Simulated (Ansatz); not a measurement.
# CHIN: the cost of one run

Computed with Ansatz 0.2.0 (the levels named in each step, unless a step's input says otherwise).

### 1 Starting point

Bond lengths: C1–N2 1.137 Å, C1–H4 1.060 Å. Angles: N2–C1–H4 179.8°.

Structure file:

```xyz
4

C    -1.1911    1.8098   -2.3570
N    -1.5862    2.8040   -2.7422
I     0.2943   -0.4878    0.5416
H    -0.8224    0.8845   -1.9952
```

### 2 A rough first relaxation, PBE-D4/def2-SVP

This run stands in another session on the same molecule. It ended at:

```xyz
4

C    -1.1997    1.9918   -2.2039
N    -1.6347    2.8498   -2.8661
I     0.3222   -1.0203    0.1031
H    -0.7932    1.1892   -1.5859
```

### 3 Relaxation, HF/def2-SVP

Contents of input.yaml:

```yaml
crystal:
  periodic: [false, false, false]
  atoms:
    - { symbol: C, position_ang: [-1.1997358, 1.9918332, -2.20394122] }
    - { symbol: "N", position_ang: [-1.63467067, 2.84977223, -2.86608956] }
    - { symbol: I, position_ang: [0.32222253, -1.02030826, 0.10309765] }
    - { symbol: H, position_ang: [-0.79324606, 1.18921284, -1.58589687] }
magnetization:
  spin_polarized: true
  initial_magnetization: 1
basis:
  gaussian: { orbitals: def2-SVP }
hamiltonian:
  xc: hf
relax:
  f_tol: 0.002
  max_steps: 150
```

Run with:

```sh
$ ansatz run input.yaml --threads 2 --pin off --max-ram 5120MiB --backend cpu --events-out ev --progress --plain --runs-dir out
```

What time and memory should one allow on 2 threads of AMD EPYC 9R14 (Zen 4), shared host?

About 16 s, with a peak of 0.19 GiB.
